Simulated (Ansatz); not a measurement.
**C₂H₇BFNSi: up Jacob's ladder to CCSD(T)**

One table from this session's results is given with a row withheld; the runs are named, their logs left out.

The runs use Ansatz 0.2.0, Gaussian basis; functionals in def2-TZVPP, the program's frozen cores in correlated methods.

The runs, in order: PBE-D4, r2SCAN-D4, PBE0-D4, B3LYP-D4, ωB97X-V, ωB97M-V, B2PLYP; CCSD(T)/def2-TZVPP; MP2/def2-QZVPP; extrapolation to the limit.

## The geometry

All runs share one geometry, relaxed beforehand with PBE0-D4 in a triple-zeta def2 set.

SMILES `C=CB(N)[SiH2]F`, 13 atoms, charge 0, spin multiplicity 1.

Atoms are counted from 1 here; the program's logs count them from 0.

Bond lengths: C1–C2 1.334 Å, C1–H7 1.087 Å, C1–H8 1.086 Å, C2–B3 1.557 Å, C2–H9 1.089 Å, B3–N4 1.392 Å, B3–Si5 2.023 Å, N4–H10 1.009 Å, N4–H11 1.006 Å, Si5–F6 1.611 Å, Si5–H12 1.492 Å, Si5–H13 1.493 Å. Angles: C2–C1–H7 121.6°, C2–C1–H8 122.5°, H7–C1–H8 115.9°, C1–C2–B3 123.2°, C1–C2–H9 117.2°, B3–C2–H9 119.4°, C2–B3–N4 119.8°, C2–B3–Si5 122.1°, N4–B3–Si5 118.0°, B3–N4–H10 122.3°, B3–N4–H11 124.1°, H10–N4–H11 113.6°, B3–Si5–F6 111.1°, B3–Si5–H12 112.2°, B3–Si5–H13 112.4°, F6–Si5–H12 106.6°, F6–Si5–H13 106.9°, H12–Si5–H13 107.3°.

Set-up of the first run:

in.yaml reads:

```yaml
crystal:
  periodic: [false, false, false]
  atoms:
    - {symbol: C, position_ang: [-2.253389, 0.337278, -0.302825]}
    - {symbol: C, position_ang: [-0.985014, 0.601167, -0.619113]}
    - {symbol: B, position_ang: [0.217163, -0.239887, -0.097210]}
    - {symbol: N, position_ang: [0.121581, -1.627268, -0.046905]}
    - {symbol: Si, position_ang: [1.943874, 0.616586, 0.516798]}
    - {symbol: F, position_ang: [1.655486, 1.890550, 1.459911]}
    - {symbol: H, position_ang: [-2.518604, -0.508346, 0.327024]}
    - {symbol: H, position_ang: [-3.077976, 0.964495, -0.628210]}
    - {symbol: H, position_ang: [-0.795687, 1.497180, -1.209250]}
    - {symbol: H, position_ang: [-0.679305, -2.126114, -0.404214]}
    - {symbol: H, position_ang: [0.830278, -2.227307, 0.340206]}
    - {symbol: H, position_ang: [2.766162, 1.110599, -0.625571]}
    - {symbol: H, position_ang: [2.795828, -0.323634, 1.304358]}
basis:
  gaussian: {orbitals: def2-TZVPP}
hamiltonian: {xc: pbe, dispersion: d4}
output: {forces: true, orbitals: {seedname: orbitals}}
```

Launch:

```bash
> ansatz run in.yaml --threads 4 --pin off --events-out ev --progress --plain --max-ram 10444MiB
```

Among the steps run: PBE-D4 (GGA); r2SCAN-D4 (meta-GGA); PBE0-D4 (hybrid); B3LYP-D4 (hybrid); ωB97X-V (range-separated); ωB97M-V (range-separated); B2PLYP (double hybrid); CCSD(T) in def2-TZVPP; MP2 in def2-QZVPP.

One table of the session follows, with a row left open; its other results are not shown here.

| method | atomisation energy (kcal/mol) |
| --- | --- |
| PBE-D4 | 1240.7 |
| r2SCAN-D4 | 1219.2 |
| PBE0-D4 | 1219.4 |
| B3LYP-D4 | 1220.8 |
| ωB97X-V | 1219.7 |
| ωB97M-V | 1220.7 |
| B2PLYP | 1207.0 |
| HF/def2-TZVPP | 904.0 |
| MP2/def2-TZVPP | ? |
| CCSD/def2-TZVPP | 1166.3 |
| CCSD(T)/def2-TZVPP | 1183.6 |
| MP2/CBS | 1235.3 |
| CCSD(T)/CBS | 1215.0 |

Q: Estimate the row for MP2/def2-TZVPP from the others.

As computed: atomisation energy (kcal/mol): 1203.8. In the column «atomisation energy (kcal/mol)» it lies between CCSD(T)/def2-TZVPP (1183.6) and B2PLYP (1207.0).

Limits of these values: Free atoms (2 C, 1 B, 1 N, 1 Si, 1 F, 7 H) were run apart at each level; the atomisation energy is their sum less the molecule, without zero-point or spin-orbit terms.
